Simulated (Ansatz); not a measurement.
IS (charge +1), a ladder of basis sets

Computed with Ansatz's Python interface.

Interactive session:
```pycon
>>> import ansatz as az
>>> GEOMETRY = """
... S     0.00000    0.00000    0.00000
... I     0.00000    0.00000    2.39500
... """
>>> system = az.Crystal.molecule()
>>> for line in GEOMETRY.strip().splitlines():
...     symbol, *xyz = line.split()
...     system = system.atom(symbol, [float(v) for v in xyz])
...
>>> calc = system.calculation()
>>> calc = calc.functional("b3lyp", dispersion="d3bj")
>>> calc = calc.charge(1)
>>> calc = calc.spin("collinear", total=2)
>>> energies = {}
>>> for basis in ["def2-SVP", "def2-SVPD", "def2-TZVP", "def2-TZVPP"]:
...     rep = calc.basis(gaussian=basis).run(threads=1).report
...     size = rep["n_frozen"] + rep["n_occupied"][0] + rep["n_virtual"][0]
...     energies[basis] = (rep["reference_energy_ev"] / 27.211386246, rep["free_energy_ev"] / 27.211386246)
...     print(f"{basis:14s} {size:4d} orbitals  reference {energies[basis][0]:14.6f} Ha  total {energies[basis][1]:14.6f} Ha")
...
def2-SVP         44 orbitals  reference    -695.511501 Ha  total    -695.514861 Ha
def2-SVPD        62 orbitals  reference    -695.516658 Ha  total    -695.520018 Ha
def2-TZVP        87 orbitals  reference    -695.663378 Ha  total    -695.666738 Ha
def2-TZVPP       92 orbitals  reference    -695.663426 Ha  total    -695.666786 Ha
>>> last = energies["def2-TZVPP"][1]
>>> for basis, (_, total) in energies.items():
...     print(f"{basis:14s} lies {27.211386 * (total - last):9.4f} eV above def2-TZVPP")
...
def2-SVP       lies    4.1341 eV above def2-TZVPP
def2-SVPD      lies    3.9938 eV above def2-TZVPP
def2-TZVP      lies    0.0013 eV above def2-TZVPP
def2-TZVPP     lies    0.0000 eV above def2-TZVPP
```

Against def2-SVP: def2-SVPD -5.2 mHa, def2-TZVP -151.9 mHa and def2-TZVPP -151.9 mHa. The last step alone is -0.05 mHa (these two sets differ little on atoms other than hydrogen). From the first set to the last the time grows from 1.6 to 2.6 s.

What to keep in mind:
- The drop along the ladder measures the basis error, and is no property of the molecule.
- The geometry is a force-field or estimated start, not a minimum of this method, and the last set is no limit. Much of the fall in a total is atomic energy, which cancels in bond and reaction energies.
- def2 sets replace the cores of elements past krypton by effective core potentials.
- The run takes the species as open-shell (spin multiplicity 3), which needn't be its ground state.
- Total less reference energy is the dispersion correction.
- b3lyp holds the VWN-RPA fit, as in Gaussian; the form of ORCA and Turbomole is b3lyp5.
- The spin state was assumed, and another may lie lower.
- Hardware and time: 9.7 s on 1 thread of Arm Neoverse V1 (shared host), peak memory 0.24 GiB.
